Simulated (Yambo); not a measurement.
# ZrC (Fm-3m) in Yambo: notebook, part 3 of 3

Yambo 5.3.0.

**6. Optical spectrum, PBEsol**

optics0.in

```
optics
chi
Chimod= "IP"
% BndsRnXd
 1 | 33 |
%
% LongDrXd
 1 | 0 | 0 |
%
% QpntsRXd
 1 | 1 |
%
% EnRngeXd
 0 | 20 | eV
%
% DmRngeXd
 0.1 | 0.1 | eV
%
ETStpsXd= 200
```

scf.in

```
&CONTROL
  calculation = 'scf'
  prefix = 'pwscf'
  outdir = './tmp'
  pseudo_dir = './pseudo'
/
&SYSTEM
  ibrav = 0
  nat = 2
  ntyp = 2
  ecutwfc = 82
  nbnd = 14
  occupations = 'smearing'
  smearing = 'fd'
  degauss = 0.00367493
  force_symmorphic = .true.
/
&ELECTRONS
  conv_thr = 4d-10
  electron_maxstep = 120
  mixing_beta = 0.5
/
ATOMIC_SPECIES
Zr    91.2240 Zr.upf
C     12.0110 C.upf
CELL_PARAMETERS angstrom
   0.0000000000    2.3650000000    2.3650000000
   2.3650000000    0.0000000000    2.3650000000
   2.3650000000    2.3650000000    0.0000000000
ATOMIC_POSITIONS crystal
Zr     0.5000000000    0.5000000000    0.5000000000
C      0.0000000000    0.0000000000    0.0000000000
K_POINTS automatic
12 12 12 0 0 0
```

nscf.in

```
&CONTROL
  calculation = 'nscf'
  prefix = 'pwscf'
  outdir = './tmp'
  pseudo_dir = './pseudo'
/
&SYSTEM
  ibrav = 0
  nat = 2
  ntyp = 2
  ecutwfc = 82
  nbnd = 38
  occupations = 'smearing'
  smearing = 'fd'
  degauss = 0.00367493
  force_symmorphic = .true.
/
&ELECTRONS
  conv_thr = 1d-08
  diago_full_acc = .true.
  diago_thr_init = 1d-06
/
ATOMIC_SPECIES
Zr    91.2240 Zr.upf
C     12.0110 C.upf
CELL_PARAMETERS angstrom
   0.0000000000    2.3650000000    2.3650000000
   2.3650000000    0.0000000000    2.3650000000
   2.3650000000    2.3650000000    0.0000000000
ATOMIC_POSITIONS crystal
Zr     0.5000000000    0.5000000000    0.5000000000
C      0.0000000000    0.0000000000    0.0000000000
K_POINTS automatic
12 12 12 0 0 0
```

Potentials or basis: PseudoDojo 0.4.1 SR PBEsol standard.

Started as:

```
OMP_NUM_THREADS=1 pw.x -in scf.in > scf.out
OMP_NUM_THREADS=1 pw.x -in nscf.in > nscf.out
cd tmp/pwscf.save; p2y; mv SAVE ../..; cd ../..
OMP_NUM_THREADS=1 yambo
OMP_NUM_THREADS=1 yambo -F optics0.in -J optics0 -C optics0_out
```

Yambo's report:

```text
[... sections 02.01 to 02.04 as in the set-up run ...]

[... 5 lines left out ...]
  [X] Bosonic    Temperature                        :  0.258606E-1   300.100    [eV K]
  [X] Finite Temperature mode                       : yes
  [X] El. density                                   :  0.60478E+24 [cm-3]
  [X] Fermi Level                                   :  14.61262 [eV]

  [X] === Gaps and Widths ===
  [X] Conduction Band Min                           :  14.61262 [eV]
  [X] Valence Band Max                              :  14.61262 [eV]
  [X] Filled Bands                                  :   5
  [X] Metallic Bands                                :   6   9
  [X] Empty Bands                                   :   10   38

  [X] === Metallic Characters ===
  [X] N of el / N of met el                         :  16.00000   5.91705
  [X] Average metallic occ.                         :  0.369816

  [WARNING] [X] Metallic system

 [03] Transferred momenta grid and indexing
 ==========================================

 IBZ Q-points                                      :   72
 BZ  Q-points                                      :  1728

 K/Q-points units:
 rlu = crystal or reduced units; cc = cartesian coordinates; iku = interal k-units

 Q [ 1]         [rlu]:  0.000000  0.000000  0.000000
 Q [ 2]         [rlu]: -0.20943E-17 -0.20943E-17  0.83333E-01
 Q [ 3]         [rlu]: -0.23305E-17 -0.23305E-17  0.16667
 Q [ 4]         [rlu]: -0.30032E-16 -0.30032E-16  0.25000
 Q [ 5]         [rlu]: -0.46609E-17 -0.46609E-17  0.33333
 Q [ 6]         [rlu]:  0.41033E-16  0.41033E-16  0.41667
 Q [ 7]         [rlu]:  0.60064E-16  0.60064E-16 -0.50000
 Q [ 8]         [rlu]: -0.30748E-17  0.83333E-01  0.83333E-01
 Q [ 9]         [rlu]:  0.28413E-17  0.83333E-01  0.16667
 Q [10]         [rlu]: -0.23305E-17  0.83333E-01  0.25000
 Q [11]         [rlu]:  0.17466E-16  0.83333E-01  0.33333
 Q [12]         [rlu]:  0.15662E-16  0.83333E-01  0.41667
 Q [13]         [rlu]:  0.48465E-16  0.83333E-01  0.50000
 Q [14]         [rlu]:  0.88494E-17  0.83333E-01 -0.41667
 Q [15]         [rlu]: -0.15484E-17  0.83333E-01 -0.33333
[... 33 lines left out ...]
 Q [49]         [rlu]:  0.083333  0.250000  0.333333
 Q [50]         [rlu]:  0.083333  0.250000  0.416667

 Remaining 22 points informations can be written running with -fatlog

 [WARNING] [Xd] User bands 1-33 break level degeneracy

 [04] Dipoles
 ============

  [04.01] Setup: observables and procedures
  =========================================

  [WF-Oscillators/G space/Transverse up loader] Normalization (few states)  min/max  :  0.10552E-16   1.0000

  [WR./optics0//ndb.dipoles]------------------------------------------------------
   Brillouin Zone Q/K grids (IBZ/BZ)                :    72  1728    72  1728
   RL vectors                                       :  2975 [WF]
   Fragmentation                                    : yes
   Electronic Temperature                           :  300.1000 [K]
   Bosonic    Temperature                           :  300.1000 [K]
   DIP band range                                   :    1   33
   DIP band range limits                            :   9   6
   DIP e/h energy range                             : -1.000000 -1.000000 [eV]
   RL vectors in the sum                            :  2975
   [r,Vnl] included                                 : yes
   Bands ordered                                    : yes
   Direct v evaluation                              : no
   Approach used                                    : G-space v
   Dipoles computed                                 : R V P [G-space]
   Wavefunctions                                    : Perdew, Burke & Ernzerhof SOL(X)+Perdew, Burke & Ernzerhof SOL(C)

  [WARNING] [r,Vnl^pseudo] included in position and velocity dipoles.

  [WARNING] In case H contains other non local terms, these are neglected

 [05] Optics
 ===========

 [X-CG] R(p) Tot o/o(of R):    12679   350534      100

 [WARNING] The system is a metal but Drude term not included.
```

r_setup:

```text
[02] CORE Variables Setup
 =========================

  [02.01] Unit cells
  ==================

  Cell kind             :  FCC
  Atoms in the cell     :  Zr  C
  number of Zr atoms    :  1
  number of C  atoms    :  1
[... 611 lines left out ...]

  [03.01] X indexes
  =================

   [03.01.01] Sigma indexes
   ========================

   [WR./SAVE//ndb.kindx]-----------------------------------------------------------
    Fragmentation                                    : no
    Polarization last K ( bz)                        :  1728
    Polarization last K (ibz)                        :   72
    QP states                                        :    1   72
    X grid is uniform                                : yes
    Grids (string)                                   :  X S
    Grids (int-vector)                               :  1  0  0  1
```

o-optics0.eps_q1_ip:

```text
# Absorption @ Q(1):   1.00000000      0.00000000      0.00000000    [q->0 direction]
#
# [ X ] Hartree size                              :  1
# [GEN] GF Energies                               : Perdew, Burke & Ernzerhof SOL(X)+Perdew, Burke & Ernzerhof SOL(C)
# [GEN] Green`s Function                          : Retarded
#
# [GEN] Gauge                                     : Length
# [GEN] [r,Vnl] included                          : yes
#
#    E[1] [eV]          Im(eps)            Re(eps)
#
        0.000000           0.64945E-16        104.2540
        0.100503           12.59122           107.9144
        0.201005           37.72494           115.3744
        0.301508           77.46551           101.5904
        0.402010           101.8742           62.68162
        0.502513           95.96970           11.11099
[... 192 lines left out ...]
        19.89950           0.349499           0.187281
        20.00000           0.329779           0.222172
#
```

Run time: 72 s. Hardware: 1 thread of Arm Neoverse V2, shared host; peak memory 0.27 GiB.

Results:

* Band gap on the k mesh, mean-field level: none (metal or under the smearing width)

Dielectric function (along the field direction of the input):
```
energy (eV)  real part  imaginary part
       0.30     101.59           77.47
       1.31      12.11           19.59
       2.31       7.47           11.29
       3.32       3.19           10.87
       4.42       1.76            9.91
       5.43       1.74            9.17
       6.43      -1.69            8.90
       7.54      -0.07            7.63
       8.54      -1.13            5.39
       9.55      -0.99            4.66
      10.65      -3.00            3.57
      11.66      -2.14            2.07
      12.66      -1.15            2.16
      13.77      -0.93            1.72
      14.77      -0.34            1.00
      15.78      -0.03            1.96
      16.88      -0.62            1.09
      17.89      -0.50            0.82
      18.89      -0.14            0.47
      20.00       0.22            0.33
```

Caveat: the intraband (Drude) term of the metal is left out; the ground state has no gap, which makes the many-body step unreliable; independent-particle spectra lack excitons.

**7. Overview**

```csv
task,cell,k mesh,k mesh of the self-consistent run,random integration of the Coulomb term,direction of the field or of q to 0,kernel,terms kept,mesh quality,gap on the mesh (eV)
optical spectrum by the Bethe-Salpeter equation,cell stretched,4 × 4 × 4,10 × 10 × 10,yes,x,screened exchange,"resonant and antiresonant, uncoupled",coarse,-
G0W0 quasiparticle levels,cell stretched,4 × 4 × 4,10 × 10 × 10,yes,x + y + z,-,-,coarse,none
optical spectrum,cell stretched,4 × 4 × 4,10 × 10 × 10,-,x,Hartree (RPA with local fields),-,coarse,none
optical spectrum,as given,12 × 12 × 12,12 × 12 × 12,-,x,none (independent particles),-,not flagged,none
```

Alike in all rows: level PBEsol; potentials or basis PseudoDojo 0.4.1 SR PBEsol standard; no spin polarisation; cutoff (eV) 1116; smearing fermi-dirac 0.05 eV.

Caveats: some runs use coarse meshes; the ground state has no gap, which makes the many-body step unreliable; the intraband (Drude) term of the metal is left out (some runs); spectra need much finer meshes, so this one isn't converged (some runs); the transitions start from uncorrected Kohn-Sham levels, so peaks lie too low (some runs); exciton energies and binding change strongly with the k mesh and aren't converged on this one (some runs); the plasmon-pole model is rough for a metal (some runs); this version prints the column dSc/dw multiplied by 27.2 (some runs).

Total energies depend on the potentials used, so only differences within one code and one set of settings carry meaning.
